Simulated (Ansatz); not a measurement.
# FH5NSi2: the cost of one run

Program: Ansatz 0.2.0. Level of theory: RKS PBE0-D4/def2-SVP. These are calculated values, not measurements.

### 1 The structure to begin with

Bond lengths: N1–Si2 2.074 Å, Si2–F3 1.633 Å, Si2–Si4 2.301 Å, N1–H5 1.021 Å, N1–H6 1.018 Å, N1–H7 1.019 Å, Si4–H8 1.485 Å, Si4–H9 1.467 Å. Angles: N1–Si2–F3 85.6°, N1–Si2–Si4 103.7°, F3–Si2–Si4 97.9°, Si2–N1–H5 111.3°, Si2–N1–H6 115.4°, Si2–N1–H7 106.7°, H5–N1–H6 108.9°, H5–N1–H7 106.5°, H6–N1–H7 107.6°, Si2–Si4–H8 157.6°, Si2–Si4–H9 99.2°, H8–Si4–H9 101.6°.

As a file:

```xyz
9

N     0.3521    1.5045   -0.4278
Si    0.0665   -0.4539   -1.0470
F     1.6374   -0.6740   -0.6587
Si   -0.8594   -1.4786    0.7938
H     0.9600    1.5502    0.3909
H    -0.4979    2.0301   -0.2362
H     0.8452    1.9811   -1.1819
H    -1.0573   -1.8066    2.2281
H    -1.4468   -2.6529    0.1388
```

### 2 Relaxing end A

The input, input.yaml:

```yaml
crystal:
  periodic: [false, false, false]
  atoms:
    - { symbol: "N", position_ang: [0.35208, 1.50449, -0.42777] }
    - { symbol: Si, position_ang: [0.06649, -0.45394, -1.04701] }
    - { symbol: F, position_ang: [1.63743, -0.67401, -0.65869] }
    - { symbol: Si, position_ang: [-0.85937, -1.4786, 0.79376] }
    - { symbol: H, position_ang: [0.96005, 1.55024, 0.3909] }
    - { symbol: H, position_ang: [-0.49787, 2.03015, -0.23621] }
    - { symbol: H, position_ang: [0.84519, 1.98112, -1.18189] }
    - { symbol: H, position_ang: [-1.05725, -1.80658, 2.22812] }
    - { symbol: H, position_ang: [-1.44676, -2.65286, 0.1388] }
total_charge: 1
basis:
  gaussian: { orbitals: def2-SVP }
hamiltonian:
  xc: pbe0
  dispersion: d4
relax:
  f_tol: 0.015
  max_steps: 40
```

On the command line:

```sh
$ ansatz run input.yaml --threads 1 --pin off --max-ram 2048MiB --backend cpu --events-out ev --progress --plain --runs-dir out
```

What time and memory should one allow on 1 thread of an x86-64 CPU, shared host?

About 28 s, with a peak of 0.2 GiB.
